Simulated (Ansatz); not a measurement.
LiCaF3, space group Pm-3m, Wannier functions of the valence bands

With Ansatz 0.2.0, Python API.

Typed at the interpreter:
```pycon
>>> from pathlib import Path
>>> import warnings
>>> import ansatz as az
>>> import tomllib
>>> FUNCTIONAL = "PBE"
>>> DISPERSION = "d3bj"
>>> MAX_ITERATIONS = 80
>>> EXTRA_BANDS = 8
>>> CUTOFF = 420
>>> MIXING_BETA = 0.6
>>> OCCUPATIONS = "fixed"
>>> warnings.simplefilter("ignore", az.DeckWarning)
>>> lattice = az.Lattice.of(
...     (3.761244, 0.0, 0.0),
...     (0.0, 3.761244, 0.0),
...     (0.0, 0.0, 3.761244),
... )
>>> sites = [
...     ("Li", (0.5, 0.5, 0.5)),
...     ("Ca", (0.0, 0.0, 0.0)),
...     ("F", (0.0, 0.5, 0.5)),
...     ("F", (0.5, 0.5, 0.0)),
...     ("F", (0.5, 0.0, 0.5)),
... ]
>>> crystal = az.Crystal(lattice=lattice)
>>> for symbol, position in sites:
...     crystal = crystal.atom(symbol, position)
...
>>> job = (
...     crystal.calculation()
...     .functional(FUNCTIONAL, dispersion=DISPERSION)
...     .scf(max_iterations=MAX_ITERATIONS, extra_bands=EXTRA_BANDS)
...     .basis(CUTOFF)
...     .mixing("anderson", ndim=6, beta=MIXING_BETA)
...     .kpoints(3)
...     .occupations(OCCUPATIONS)
...     .wannier(mesh=(4, 4, 4), projections=[az.TrialShell("F", "p")], minimise=True)
... )
>>> out = job.run(threads=1, runs_dir="w90")
>>> spreads = tomllib.loads(Path(out.output_folder, "results", "wannier.spreads.toml").read_text())
>>> print("converged:", spreads["converged"], "in", spreads["n_iter"], "steps; least projectability", round(spreads["least_projectability"], 3))
converged: True in 7 steps; least projectability 0.956
>>> print("invariant, diagonal, off-diagonal spread (A^2):", *(round(spreads[k], 4) for k in ("omega_i_ang2", "omega_d_ang2", "omega_od_ang2")))
invariant, diagonal, off-diagonal spread (A^2): 5.6397 0.0 0.0167
>>> for function in spreads["wannier"]:
...     print("centre", [round(v, 3) for v in function["r"]], "spread", round(function["spread"], 4))
...
centre [0.0, 1.881, 1.881] spread 0.5502
centre [1.881, 0.0, 1.881] spread 0.5502
centre [1.881, 1.881, 0.0] spread 0.5502
centre [1.881, -0.0, 1.881] spread 0.6677
centre [0.0, 1.881, 1.881] spread 0.6677
centre [1.881, 1.881, 0.0] spread 0.6677
centre [-0.0, 1.881, 1.881] spread 0.6677
centre [1.881, 1.881, 0.0] spread 0.6677
centre [1.881, 0.0, 1.881] spread 0.6677
```

These settings explore the input space; cutoff and mesh may be short of convergence. Energy and stress may still move on a finer k-point mesh. The structure comes from a database of computed cells and needn't be a stable or known phase. Timing: 4.2 s on 1 thread of Arm Neoverse N1, on a shared host, peak memory 0.33 GiB.
